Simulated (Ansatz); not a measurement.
# BGeH8NSi: the cost of one run

Computed with Ansatz 0.2.0 through its Python package. Level of theory: r2SCAN/6-31G*.

## 1. The structure

Bond lengths: N1–Ge2 1.820 Å, Ge2–B3 1.991 Å, B3–Si4 1.992 Å, N1–H5 1.005 Å, N1–H6 1.064 Å, Ge2–H7 1.541 Å, Ge2–H8 1.527 Å, B3–H9 1.164 Å, Si4–H10 1.442 Å, Si4–H11 1.546 Å, Si4–H12 1.436 Å. Angles (14 of 18 angles, heavy atoms first): N1–Ge2–B3 108.2°, Ge2–B3–Si4 122.0°, N1–Ge2–H7 109.5°, N1–Ge2–H8 110.5°, B3–Ge2–H7 108.9°, B3–Ge2–H8 107.8°, Ge2–N1–H5 111.1°, Ge2–N1–H6 110.1°, Ge2–B3–H9 122.2°, Si4–B3–H9 115.6°, B3–Si4–H10 109.4°, B3–Si4–H11 105.4°, B3–Si4–H12 111.6°, H7–Ge2–H8 111.9°.

The script holds or builds the structure itself.

## 2. The script

The input, bde.py:

```python
"""Cost of removing each kind of hydrogen from BGeH8NSi, fragments frozen."""

import ansatz as az


def energy(molecule, charge=0, unpaired=0):
    calc = molecule.calculation().basis(gaussian="6-31G*").functional("r2scan")
    if charge:
        calc = calc.charge(charge)
    if unpaired:
        calc = calc.spin("collinear", total=unpaired)
    report = calc.run(threads=1, pin="off").report
    if report["published_state_doubts"]:
        print("  doubts:", report["published_state_doubts"])
    return report["free_energy_ev"]

def without(molecule, index):
    rest = az.Crystal.molecule()
    for i, site in enumerate(molecule.cartesian_sites):
        if i != index:
            rest = rest.atom(site.symbol, site.position_ang)
    return rest

geometry_ang = [
    ("N", [-1.4361, 2.0351, -0.0983]),
    ("Ge", [-1.3188, 0.2345, -0.3373]),
    ("B", [0.5948, -0.2292, -0.6296]),
    ("Si", [1.6004, -1.4042, 0.6254]),
    ("H", [-0.8751, 2.3337, 0.6808]),
    ("H", [-1.0678, 2.5427, -0.9584]),
    ("H", [-1.8178, -0.4859, 0.9307]),
    ("H", [-2.0966, -0.1926, -1.5798]),
    ("H", [1.2227, 0.2409, -1.4891]),
    ("H", [2.0222, -2.5959, -0.0687]),
    ("H", [0.5724, -1.836, 1.696]),
    ("H", [2.6767, -0.6983, 1.2624]),
]
molecule = az.Crystal.molecule()
for symbol, xyz in geometry_ang:
    molecule = molecule.atom(symbol, xyz)

whole = energy(molecule, 0)
hydrogen = energy(az.Crystal.molecule().atom("H", (0, 0, 0)), 0, 1)
print(f"E(molecule) = {whole:.5f} eV, E(H) = {hydrogen:.5f} eV")
for index in [5, 7, 8]:
    radical = energy(without(molecule, index), 0, 1)
    print(f"H{index}: homolysis {(radical + hydrogen - whole):.3f} eV")
```

## 3. The input behind the calls

The package turns the script's settings into the engine's input (first run):

```yaml
crystal:
  periodic: [false, false, false]
  atoms:
    - { symbol: "N", position_ang: [-1.4361, 2.0351, -0.0983] }
    - { symbol: Ge, position_ang: [-1.3188, 0.2345, -0.3373] }
    - { symbol: B, position_ang: [0.5948, -0.2292, -0.6296] }
    - { symbol: Si, position_ang: [1.6004, -1.4042, 0.6254] }
    - { symbol: H, position_ang: [-0.8751, 2.3337, 0.6808] }
    - { symbol: H, position_ang: [-1.0678, 2.5427, -0.9584] }
    - { symbol: H, position_ang: [-1.8178, -0.4859, 0.9307] }
    - { symbol: H, position_ang: [-2.0966, -0.1926, -1.5798] }
    - { symbol: H, position_ang: [1.2227, 0.2409, -1.4891] }
    - { symbol: H, position_ang: [2.0222, -2.5959, -0.0687] }
    - { symbol: H, position_ang: [0.5724, -1.836, 1.696] }
    - { symbol: H, position_ang: [2.6767, -0.6983, 1.2624] }
basis:
  gaussian:
    orbitals: "6-31G*"
hamiltonian:
  xc: r2scan
```

## 4. Launch

On the command line:

```
$ python bde.py
```

Q: Estimate wall time and peak memory on 1 thread of Arm Neoverse V2, shared host.

About 72 s, with a peak of 0.34 GiB.
